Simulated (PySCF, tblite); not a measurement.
# C₄H₁₁NSSi+ (doublet): geometry, infrared bands and EPR parameters

Wanted: the infrared bands and EPR parameters of C₄H₁₁NSSi+ (doublet) (`C[SiH](C)CC([NH2+])=S`), by calculation.

Programs: tblite 0.8.0 and PySCF 2.14.0, with density-fitted response routines of our own. Each step states its level of theory. These are calculated values for one molecule in the gas phase, unless marked as measured. Atoms count from 0, in the outputs and in this text.

### Step 1. The molecule as given

18 atoms, charge 1, multiplicity 2; geometry from: force field or distance geometry start.

Bonds of the start (Å): C0–Si1 1.86, Si1–C2 1.84, Si1–C3 1.85, C3–C4 1.52, C4–N5 1.44, C4–S6 1.45, C0–H7 1.13, C0–H8 1.10, C0–H9 1.11, Si1–H10 1.49, C2–H11 1.11, C2–H12 1.09, C2–H13 1.12, C3–H14 1.10, C3–H15 1.11, N5–H16 1.05, N5–H17 1.05.

### Step 2. Relaxing the molecule with GFN2-xTB

What the job is given:

```
{"job": {"kind": "relax", "xc": "GFN2-xTB", "basis": "xTB"}, "charge": 1, "multiplicity": 2}
C     -1.421600     1.550100    -0.512000
Si    -0.657600     0.056800     0.285100
C     -1.955700    -1.236900     0.486200
C      0.755900    -0.459100    -0.790200
C      2.014700    -0.636700     0.038700
N      2.535000     0.500400     0.755700
S      2.694500    -1.914200     0.081300
H     -1.280400     2.439200     0.176400
H     -0.896000     1.834800    -1.439000
H     -2.505600     1.374000    -0.688600
H     -0.225400     0.459800     1.653000
H     -2.684300    -1.120800    -0.345500
H     -1.617000    -2.269000     0.491600
H     -2.520500    -0.967300     1.419900
H      0.974900     0.344700    -1.509600
H      0.568500    -1.407300    -1.336600
H      2.751700     1.246100     0.052600
H      3.460200     0.211800     1.169400
```

Started as:

```bash
OMP_NUM_THREADS=1 python probes_run.py task.json out
```

The driver reads the jobs from task.json and runs them one after another.

**Question.** This job is followed by: GFN2-xTB harmonic vibrations, gas phase; UKS B3LYP, pcH-1 on C H N S Si, non-relativistic, mean-field spin-orbit, GIAO. What will the session give for the following? strongest single infrared mode (GFN2-xTB); zero-point energy (GFN2-xTB); g(iso) (B3LYP); ⟨S²⟩; largest a(iso) (averaged by class); property runs in this session.

As calculated:

| quantity | value |
| --- | --- |
| strongest single infrared mode (GFN2-xTB) | 1511 cm⁻¹, 421 km/mol |
| zero-point energy (GFN2-xTB) | 87.7 kcal/mol |
| g(iso) (B3LYP) | 2.04641 |
| ⟨S²⟩ | 0.754 (exact 0.75) |
| largest a(iso) (averaged by class) | 33S on S6, 20.7 MHz |
| property runs in this session | 1, of which 0 failed and 1 gave unsound results |

**Reading.** Over 181 steps the energy fell by 2.182 eV; of the close pairs, C4–S6 changed most, 1.448 to 1.683 Å. All 48 modes are real, so the xTB geometry is a minimum. The strongest single mode, at 1511 cm⁻¹, moves mainly C4 and N5. Unscaled tight-binding wavenumbers are off by several per cent, some by more. Its intensities can rank the bands wrongly. Most of the unpaired spin sits on S6 (0.96 e). The isotropic g lies 44.1 ppt above the free-electron value. These values are not to be trusted: the run shows a large g shift, which the driver flags as unsure.
